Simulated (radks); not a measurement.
# Fractional charge and spin in the 4d shell of molybdenum

Aim: the energy as the spin-up occupation of 4d runs from 1 to 2 and the spin-down one from 1 to 2, against the two flat planes that join the four corners. Added charge counts from the emptiest corner (up 1, down 1).

Program: radks (a radial shooting solver on a logarithmic mesh, Libxc functionals) version 1. Level of theory: scalar-relativistic Kohn-Sham, SCAN, spin-polarised, spherical densities, finite nucleus. These are calculated values, not measurements, unless marked.

**1. The atom as given**

| Property | Result |
| --- | --- |
| element | molybdenum (Z = 42) |
| configuration | [Kr] 4d(up 2, down 2) |
| nuclear rms radius | 4.4091 fm |

In the logs a row gives level, spin channel, occupation and eigenvalue; Etot, Ekin, Encl (electron-nucleus), Eh (Hartree) and Exc are energies, all in hartree; err is the last residual, it the number of iterations.

A shell typed twice in an input gives spin up, then spin down.

**2. 4d: up 2, down 2**

The run's settings:

```text
Z 42
configuration [Kr] 4d2 4d2
relativity scalar-relativistic
functional scan,scan
spin polarised
nucleus finite rms 4.4091 fm
c 137.035999084
```

On the command line:

```sh
$ python run_ks.py task.json out
```

All runs below come from this command, one after another.

Standard output:

```text
1s      1   1.0000        -730.74093101
2s      1   1.0000        -104.28617042
2p      1   3.0000         -93.18697024
3s      1   1.0000         -18.52392405
3p      1   3.0000         -14.84874918
3d      1   5.0000          -8.90189092
4s      1   1.0000          -3.11460164
4p      1   3.0000          -2.12951232
4d      1   2.0000          -0.75887368
1s      2   1.0000        -730.74093101
2s      2   1.0000        -104.28617042
2p      2   3.0000         -93.18697024
3s      2   1.0000         -18.52392405
3p      2   3.0000         -14.84874918
3d      2   5.0000          -8.90189092
4s      2   1.0000          -3.11460164
4p      2   3.0000          -2.12951232
4d      2   2.0000          -0.75887368
Etot -4048.639949767052
Ekin 4174.595243072061
Encl -9729.70806094143
Eh 1630.2201931927734
Exc -123.74732509045648
err 3.148245472846161e-06
it 14
```

Wall time 0.2 s (1 thread of Intel Xeon Platinum 8375C at 2.90GHz, shared host); peak memory 0.25 GiB.

The top filled level is 4d, -20.650 eV.

Sizes of the orbitals, from the radial functions (bohr):

| level | occupation | energy (eV) | <r> | outermost maximum (interpolated) | 90 % within | nodes |
| --- | --- | --- | --- | --- | --- | --- |
| 2s | 2 | -2837.8 | 0.1536 | 0.129 | 0.237 | 1 |
| 2p | 6 | -2535.7 | 0.1340 | 0.104 | 0.218 | 0 |
| 3s | 2 | -504.06 | 0.4277 | 0.383 | 0.632 | 2 |
| 3p | 6 | -404.06 | 0.4299 | 0.377 | 0.649 | 1 |
| 3d | 10 | -242.23 | 0.4152 | 0.323 | 0.663 | 0 |
| 4s | 2 | -84.753 | 1.108 | 0.991 | 1.61 | 3 |
| 4p | 6 | -57.947 | 1.229 | 1.07 | 1.82 | 2 |
| 4d | 4 | -20.650 | 1.719 | 1.34 | 2.71 | 1 |

The radial density on a logarithmic grid:

| r (bohr) | 4πr²ρ (e/bohr) |
| --- | --- |
| 0.00119 | 1.140 |
| 0.00179 | 2.357 |
| 0.00267 | 4.687 |
| 0.00402 | 9.101 |
| 0.00604 | 16.69 |
| 0.00909 | 28.13 |
| 0.0136 | 41.53 |
| 0.0204 | 51.77 |
| 0.0307 | 51.55 |
| 0.0457 | 45.27 |
| 0.0688 | 51.26 |
| 0.103 | 65.45 |
| 0.156 | 53.32 |
| 0.232 | 41.18 |
| 0.349 | 50.16 |
| 0.525 | 28.20 |
| 0.783 | 11.48 |
| 1.18 | 10.85 |
| 1.77 | 4.491 |
| 2.66 | 0.8536 |
| 3.97 | 0.08245 |

**3. 4d: up 2, down 1.75**

Changes since step 2:

```diff
@@ -1,3 +1,3 @@
 Z 42
-configuration [Kr] 4d2 4d2
+configuration [Kr] 4d2 4d1.75
 relativity scalar-relativistic
```

Standard output:

```text
1s      1   1.0000        -730.86377162
2s      1   1.0000        -104.41116614
2p      1   3.0000         -93.31173144
3s      1   1.0000         -18.64747020
3p      1   3.0000         -14.97236870
3d      1   5.0000          -9.02604149
4s      1   1.0000          -3.23692868
4p      1   3.0000          -2.24988246
4d      1   2.0000          -0.86846858
1s      2   1.0000        -730.86380376
2s      2   1.0000        -104.40982533
2p      2   3.0000         -93.31071138
3s      2   1.0000         -18.64691466
3p      2   3.0000         -14.97166670
3d      2   5.0000          -9.02468473
4s      2   1.0000          -3.22956282
4p      2   3.0000          -2.24162569
4d      2   1.7500          -0.85940604
Etot -4048.4380101626084
Ekin 4174.403129097126
Encl -9724.575205593745
Eh 1625.379438934137
Exc -123.6453726001269
err 2.682435781232556e-06
it 14
```

It took 0.2 s on 1 thread of Intel Xeon Platinum 8375C at 2.90GHz, shared host; peak memory 0.25 GiB.

E − E(step 2, 4d: up 2, down 2) = +5.495 eV. Highest occupied level: 4d down at -23.386 eV.

**4. 4d: up 2, down 1.5**

Changes since step 3:

```diff
@@ -1,3 +1,3 @@
 Z 42
-configuration [Kr] 4d2 4d1.75
+configuration [Kr] 4d2 4d1.5
 relativity scalar-relativistic
```

Standard output:

```text
1s      1   1.0000        -730.99142465
2s      1   1.0000        -104.54115912
2p      1   3.0000         -93.44147995
3s      1   1.0000         -18.77577557
3p      1   3.0000         -15.10082901
3d      1   5.0000          -9.15489937
4s      1   1.0000          -3.36335062
4p      1   3.0000          -2.37412108
4d      1   2.0000          -0.98169426
1s      2   1.0000        -730.99149062
2s      2   1.0000        -104.53838218
2p      2   3.0000         -93.43936744
3s      2   1.0000         -18.77462729
3p      2   3.0000         -15.09929763
3d      2   5.0000          -9.15217857
4s      2   1.0000          -3.34813217
4p      2   3.0000          -2.35709102
4d      2   1.5000          -0.96287398
Etot -4048.2105025656406
Ekin 4174.186301311485
Encl -9719.243454020756
Eh 1620.3863845739152
Exc -123.53973443028508
err 2.43071118159789e-06
it 14
```

It took 0.19 s on 1 thread of Intel Xeon Platinum 8375C at 2.90GHz, shared host; peak memory 0.25 GiB.

E − E(step 2, 4d: up 2, down 2) = +11.686 eV. 4d down is the highest filled level (-26.201 eV).

**5. 4d: up 2, down 1.25**

Changes since step 4:

```diff
@@ -1,3 +1,3 @@
 Z 42
-configuration [Kr] 4d2 4d1.5
+configuration [Kr] 4d2 4d1.25
 relativity scalar-relativistic
```

Standard output:

```text
1s      1   1.0000        -731.12366806
2s      1   1.0000        -104.67593726
2p      1   3.0000         -93.57600151
3s      1   1.0000         -18.90860416
3p      1   3.0000         -15.23371593
3d      1   5.0000          -9.28832063
4s      1   1.0000          -3.49361712
4p      1   3.0000          -2.50198775
4d      1   2.0000          -1.09835400
1s      2   1.0000        -731.12376735
2s      2   1.0000        -104.67162827
2p      2   3.0000         -93.57272250
3s      2   1.0000         -18.90682322
3p      2   3.0000         -15.23140316
3d      2   5.0000          -9.28414692
4s      2   1.0000          -3.47002480
4p      2   3.0000          -2.47563119
4d      2   1.2500          -1.06900566
Etot -4047.9564855719764
Ekin 4173.945098962391
Encl -9713.722372582795
Eh 1615.2516646701638
Exc -123.43087662173608
err 2.7478076438145273e-06
it 14
```

Run time: 0.18 s. Hardware: 1 thread of Intel Xeon Platinum 8375C at 2.90GHz, shared host; peak memory 0.25 GiB.

E − E(step 2, 4d: up 2, down 2) = +18.598 eV. 4d down is the highest filled level (-29.089 eV).

**6. 4d: up 2, down 1**

Changes since step 5:

```diff
@@ -1,3 +1,3 @@
 Z 42
-configuration [Kr] 4d2 4d1.25
+configuration [Kr] 4d2 4d1
 relativity scalar-relativistic
```

Standard output:

```text
1s      1   1.0000        -731.26034316
2s      1   1.0000        -104.81533395
2p      1   3.0000         -93.71513013
3s      1   1.0000         -19.04576814
3p      1   3.0000         -15.37093548
3d      1   5.0000          -9.42611906
4s      1   1.0000          -3.62751339
4p      1   3.0000          -2.63327756
4d      1   2.0000          -1.21827828
1s      2   1.0000        -731.26047744
2s      2   1.0000        -104.80939443
2p      2   3.0000         -93.71060990
3s      2   1.0000         -19.04331445
3p      2   3.0000         -15.36779504
3d      2   5.0000          -9.42040184
4s      2   1.0000          -3.59498304
4p      2   3.0000          -2.59699478
4d      2   1.0000          -1.17752246
Etot -4047.675613476697
Ekin 4173.677788828351
Encl -9708.018393717388
Eh 1609.9842131463747
Exc -123.31922173403518
err 1.80733265726982e-06
it 15
```

Run time: 0.19 s. Hardware: 1 thread of Intel Xeon Platinum 8375C at 2.90GHz, shared host; peak memory 0.25 GiB.

E − E(step 2, 4d: up 2, down 2) = +26.241 eV. 4d down is the highest filled level (-32.042 eV).

**7. 4d: up 1.75, down 1.75**

Changes since step 6:

```diff
@@ -1,3 +1,3 @@
 Z 42
-configuration [Kr] 4d2 4d1
+configuration [Kr] 4d1.75 4d1.75
 relativity scalar-relativistic
```

Standard output:

```text
1s      1   1.0000        -730.99168237
2s      1   1.0000        -104.53999734
2p      1   3.0000         -93.44064885
3s      1   1.0000         -18.77543763
3p      1   3.0000         -15.10026045
3d      1   5.0000          -9.15374331
4s      1   1.0000          -3.35599824
4p      1   3.0000          -2.36587984
4d      1   1.7500          -0.97262996
1s      2   1.0000        -730.99168237
2s      2   1.0000        -104.53999734
2p      2   3.0000         -93.44064885
3s      2   1.0000         -18.77543763
3p      2   3.0000         -15.10026045
3d      2   5.0000          -9.15374331
4s      2   1.0000          -3.35599824
4p      2   3.0000          -2.36587984
4d      2   1.7500          -0.97262996
Etot -4048.2075667076397
Ekin 4174.185559411706
Encl -9719.233914399443
Eh 1620.3778104718772
Exc -123.5370221917799
err 2.433626799814096e-06
it 14
```

Run time: 0.19 s. Hardware: 1 thread of Intel Xeon Platinum 8375C at 2.90GHz, shared host; peak memory 0.25 GiB.

E − E(step 2, 4d: up 2, down 2) = +11.766 eV. Highest occupied level: 4d at -26.467 eV.

**8. 4d: up 1.75, down 1.5**

The run's settings:

```text
Z 42
configuration [Kr] 4d1.75 4d1.5
relativity scalar-relativistic
functional scan,scan
spin polarised
nucleus finite rms 4.4091 fm
c 137.035999084
```

Standard output:

```text
1s      1   1.0000        -731.12422709
2s      1   1.0000        -104.67501448
2p      1   3.0000         -93.57542232
3s      1   1.0000         -18.90849529
3p      1   3.0000         -15.23339204
3d      1   5.0000          -9.28745589
4s      1   1.0000          -3.48626362
4p      1   3.0000          -2.49374938
4d      1   1.7500          -1.08928433
1s      2   1.0000        -731.12425976
2s      2   1.0000        -104.67358062
2p      2   3.0000         -93.57433098
3s      2   1.0000         -18.90790115
3p      2   3.0000         -15.23264008
3d      2   5.0000          -9.28601209
4s      2   1.0000          -3.47840745
4p      2   3.0000          -2.48497375
4d      2   1.5000          -1.07952997
Etot -4047.951481987961
Ekin 4173.9400273870815
Encl -9713.700077417741
Eh 1615.2337713628215
Exc -123.4252033201225
err 2.3415649546132924e-06
it 14
```

It took 0.19 s on 1 thread of Intel Xeon Platinum 8375C at 2.90GHz, shared host; peak memory 0.25 GiB.

Energy against step 2 (4d: up 2, down 2): +18.734 eV. Highest occupied level: 4d down at -29.376 eV.

**9. 4d: up 1.75, down 1.25**

The run's settings:

```text
Z 42
configuration [Kr] 4d1.75 4d1.25
relativity scalar-relativistic
functional scan,scan
spin polarised
nucleus finite rms 4.4091 fm
c 137.035999084
```

Standard output:

```text
1s      1   1.0000        -731.26118004
2s      1   1.0000        -104.81461809
2p      1   3.0000         -93.71477065
3s      1   1.0000         -19.04586553
3p      1   3.0000         -15.37090869
3d      1   5.0000          -9.42544428
4s      1   1.0000          -3.62014114
4p      1   3.0000          -2.62502675
4d      1   1.7500          -1.20919729
1s      2   1.0000        -731.26124729
2s      2   1.0000        -104.81165078
2p      2   3.0000         -93.71251254
3s      2   1.0000         -19.04463873
3p      2   3.0000         -15.36928471
3d      2   5.0000          -9.42254421
4s      2   1.0000          -3.60390501
4p      2   3.0000          -2.60692067
4d      2   1.2500          -1.18892289
Etot -4047.668166436024
Ekin 4173.668572580293
Encl -9707.984268681219
Eh 1609.95794524683
Exc -123.31041558192724
err 3.104831248338769e-06
it 14
```

It took 0.22 s on 1 thread of Intel Xeon Platinum 8375C at 2.90GHz, shared host; peak memory 0.25 GiB.

E − E(step 2, 4d: up 2, down 2) = +26.444 eV. Highest occupied level: 4d down at -32.352 eV.

**10. 4d: up 1.75, down 1**

The run's settings:

```text
Z 42
configuration [Kr] 4d1.75 4d1
relativity scalar-relativistic
functional scan,scan
spin polarised
nucleus finite rms 4.4091 fm
c 137.035999084
```

Standard output:

```text
1s      1   1.0000        -731.40237839
2s      1   1.0000        -104.95865467
2p      1   3.0000         -93.85854073
3s      1   1.0000         -19.18738292
3p      1   3.0000         -15.51248162
3d      1   5.0000          -9.56762081
4s      1   1.0000          -3.75744372
4p      1   3.0000          -2.75953449
4d      1   1.7500          -1.33221995
1s      2   1.0000        -731.40248047
2s      2   1.0000        -104.95405389
2p      2   3.0000         -93.85503916
3s      2   1.0000         -19.18548253
3p      2   3.0000         -15.51002606
3d      2   5.0000          -9.56317266
4s      2   1.0000          -3.73226029
4p      2   3.0000          -2.73149606
4d      2   1.0000          -1.30055266
Etot -4047.356934249829
Ekin 4173.37116112999
Encl -9702.093404433988
Eh 1604.558394895274
Exc -123.19308584110422
err 1.41500525413541e-06
it 15
```

It took 0.2 s on 1 thread of Intel Xeon Platinum 8375C at 2.90GHz, shared host; peak memory 0.25 GiB.

Energy against step 2 (4d: up 2, down 2): +34.913 eV. 4d down is the highest filled level (-35.390 eV).

**11. 4d: up 1.5, down 1.5**

Changes since step 10:

```diff
@@ -1,3 +1,3 @@
 Z 42
-configuration [Kr] 4d1.75 4d1
+configuration [Kr] 4d1.5 4d1.5
 relativity scalar-relativistic
```

Standard output:

```text
1s      1   1.0000        -731.26143289
2s      1   1.0000        -104.81335189
2p      1   3.0000         -93.71385776
3s      1   1.0000         -19.04547623
3p      1   3.0000         -15.37028639
3d      1   5.0000          -9.42418921
4s      1   1.0000          -3.61228024
4p      1   3.0000          -2.61625165
4d      1   1.5000          -1.19944041
1s      2   1.0000        -731.26143289
2s      2   1.0000        -104.81335189
2p      2   3.0000         -93.71385776
3s      2   1.0000         -19.04547623
3p      2   3.0000         -15.37028639
3d      2   5.0000          -9.42418921
4s      2   1.0000          -3.61228024
4p      2   3.0000          -2.61625165
4d      2   1.5000          -1.19944041
Etot -4047.665099062897
Ekin 4173.667472907301
Encl -9707.974927628586
Eh 1609.9498903979243
Exc -123.30753473953638
err 2.558806844588803e-06
it 14
```

Run time: 0.19 s. Hardware: 1 thread of Intel Xeon Platinum 8375C at 2.90GHz, shared host; peak memory 0.25 GiB.

E − E(step 2, 4d: up 2, down 2) = +26.527 eV. 4d is the highest filled level (-32.638 eV).

**12. 4d: up 1.5, down 1.25**

Changes since step 11:

```diff
@@ -1,3 +1,3 @@
 Z 42
-configuration [Kr] 4d1.5 4d1.5
+configuration [Kr] 4d1.5 4d1.25
 relativity scalar-relativistic
```

Standard output:

```text
1s      1   1.0000        -731.40292269
2s      1   1.0000        -104.95761022
2p      1   3.0000         -93.85786345
3s      1   1.0000         -19.18720614
3p      1   3.0000         -15.51209036
3d      1   5.0000          -9.56663767
4s      1   1.0000          -3.74956175
4p      1   3.0000          -2.75074571
4d      1   1.5000          -1.32245490
1s      2   1.0000        -731.40295626
2s      2   1.0000        -104.95607922
2p      2   3.0000         -93.85669800
3s      2   1.0000         -19.18657221
3p      2   3.0000         -15.51128667
3d      2   5.0000          -9.56510374
4s      2   1.0000          -3.74117882
4p      2   3.0000          -2.74141341
4d      2   1.2500          -1.31193977
Etot -4047.351594016202
Ekin 4173.365530328829
Encl -9702.07171595643
Eh 1604.5416522731607
Exc -123.18706066176112
err 2.8976307110217956e-06
it 14
```

It took 0.19 s on 1 thread of Intel Xeon Platinum 8375C at 2.90GHz, shared host; peak memory 0.25 GiB.

E − E(step 2, 4d: up 2, down 2) = +35.058 eV. Highest occupied level: 4d down at -35.700 eV.

**13. 4d: up 1.5, down 1**

The run's settings:

```text
Z 42
configuration [Kr] 4d1.5 4d1
relativity scalar-relativistic
functional scan,scan
spin polarised
nucleus finite rms 4.4091 fm
c 137.035999084
```

Standard output:

```text
1s      1   1.0000        -731.54850555
2s      1   1.0000        -105.10613824
2p      1   3.0000         -94.00612797
3s      1   1.0000         -19.33291443
3p      1   3.0000         -15.65787525
3d      1   5.0000          -9.71303013
4s      1   1.0000          -3.89008715
4p      1   3.0000          -2.88830070
4d      1   1.5000          -1.44844169
1s      2   1.0000        -731.54857417
2s      2   1.0000        -105.10297212
2p      2   3.0000         -94.00371802
3s      2   1.0000         -19.33160646
3p      2   3.0000         -15.65621533
3d      2   5.0000          -9.70994442
4s      2   1.0000          -3.87275099
4p      2   3.0000          -2.86903226
4d      2   1.0000          -1.42654518
Etot -4047.0093103935496
Ekin 4173.037041321229
Encl -9695.99981632215
Eh 1599.017732623
Exc -123.06426801562823
err 3.90104127830208e-06
it 14
```

It took 0.19 s on 1 thread of Intel Xeon Platinum 8375C at 2.90GHz, shared host; peak memory 0.25 GiB.

Energy against step 2 (4d: up 2, down 2): +44.372 eV. The top filled level is 4d down, -38.818 eV.

**14. 4d: up 1.25, down 1.25**

Changes since step 13:

```diff
@@ -1,3 +1,3 @@
 Z 42
-configuration [Kr] 4d1.5 4d1
+configuration [Kr] 4d1.25 4d1.25
 relativity scalar-relativistic
```

Standard output:

```text
1s      1   1.0000        -731.54876758
2s      1   1.0000        -105.10477103
2p      1   3.0000         -94.00513852
3s      1   1.0000         -19.33247385
3p      1   3.0000         -15.65725919
3d      1   5.0000          -9.71167478
4s      1   1.0000          -3.88168049
4p      1   3.0000          -2.87895319
4d      1   1.2500          -1.43792304
1s      2   1.0000        -731.54876758
2s      2   1.0000        -105.10477103
2p      2   3.0000         -94.00513852
3s      2   1.0000         -19.33247385
3p      2   3.0000         -15.65725919
3d      2   5.0000          -9.71167478
4s      2   1.0000          -3.88168049
4p      2   3.0000          -2.87895319
4d      2   1.2500          -1.43792304
Etot -4047.0062717477763
Ekin 4173.034875761061
Encl -9695.990018918592
Eh 1599.010056737355
Exc -123.06118532759992
err 3.2349121653835815e-06
it 14
```

It took 0.19 s on 1 thread of Intel Xeon Platinum 8375C at 2.90GHz, shared host; peak memory 0.25 GiB.

E − E(step 2, 4d: up 2, down 2) = +44.455 eV. 4d is the highest filled level (-39.128 eV).

**15. 4d: up 1.25, down 1**

The run's settings:

```text
Z 42
configuration [Kr] 4d1.25 4d1
relativity scalar-relativistic
functional scan,scan
spin polarised
nucleus finite rms 4.4091 fm
c 137.035999084
```

Standard output:

```text
1s      1   1.0000        -731.69863368
2s      1   1.0000        -105.25768008
2p      1   3.0000         -94.15778906
3s      1   1.0000         -19.48223803
3p      1   3.0000         -15.80709679
3d      1   5.0000          -9.86222222
4s      1   1.0000          -4.02526782
4p      1   3.0000          -3.01940651
4d      1   1.2500          -1.56675758
1s      2   1.0000        -731.69866880
2s      2   1.0000        -105.25604793
2p      2   3.0000         -94.15654692
3s      2   1.0000         -19.48156354
3p      2   3.0000         -15.80624013
3d      2   5.0000          -9.86059543
4s      2   1.0000          -4.01631184
4p      2   3.0000          -3.00946879
4d      2   1.0000          -1.55538336
Etot -4046.6325093162923
Ekin 4172.673682806244
Encl -9689.74140153208
Eh 1593.3683114069481
Exc -122.93310199740503
err 3.850356941605344e-06
it 15
```

Wall time 0.2 s (1 thread of Intel Xeon Platinum 8375C at 2.90GHz, shared host); peak memory 0.25 GiB.

Energy against step 2 (4d: up 2, down 2): +54.625 eV. 4d down is the highest filled level (-42.324 eV).

**16. 4d: up 1, down 1**

Changes since step 15:

```diff
@@ -1,3 +1,3 @@
 Z 42
-configuration [Kr] 4d1.25 4d1
+configuration [Kr] 4d1 4d1
 relativity scalar-relativistic
```

Standard output:

```text
1s      1   1.0000        -731.85261256
2s      1   1.0000        -105.41313585
2p      1   3.0000         -94.31337991
3s      1   1.0000         -19.63522577
3p      1   3.0000         -15.95997225
3d      1   5.0000         -10.01499541
4s      1   1.0000          -4.16281638
4p      1   3.0000          -3.15268755
4d      1   1.0000          -1.68696402
1s      2   1.0000        -731.85261256
2s      2   1.0000        -105.41313585
2p      2   3.0000         -94.31337991
3s      2   1.0000         -19.63522577
3p      2   3.0000         -15.95997225
3d      2   5.0000         -10.01499541
4s      2   1.0000          -4.16281638
4p      2   3.0000          -3.15268755
4d      2   1.0000          -1.68696402
Etot -4046.2255369803665
Ekin 4172.282127581613
Encl -9683.324059021175
Eh 1587.6163801105802
Exc -122.79998565138496
err 2.344546019879842e-06
it 15
```

It took 0.2 s on 1 thread of Intel Xeon Platinum 8375C at 2.90GHz, shared host; peak memory 0.25 GiB.

Energy against step 2 (4d: up 2, down 2): +65.700 eV. Highest occupied level: 4d at -45.905 eV.

**17. What came out**

| down \ up | 1 | 1.25 | 1.5 | 1.75 | 2 |
| --- | --- | --- | --- | --- | --- |
| 1 | 0.000 | -1.210 | -1.598 | -1.193 | 0.000 |
| 1.25 | -1.210 | -1.516 | -1.048 | 0.203 | -1.083 |
| 1.5 | -1.598 | -1.048 | 0.286 | -0.947 | -1.435 |
| 1.75 | -1.193 | 0.203 | -0.947 | -1.355 | -1.065 |
| 2 | 0.000 | -1.083 | -1.435 | -1.065 | 0.000 |

The table gives the energy in eV minus the planes, whose edge runs along up + down = one added electron; mirror points follow by spin symmetry. With half an added electron in each spin it lies 0.29 eV above the planes. With half an electron added in spin up alone it lies 1.60 eV below them. The planes are only a guide here: the condition holds for ground states with one frontier orbital, and this shell is degenerate.
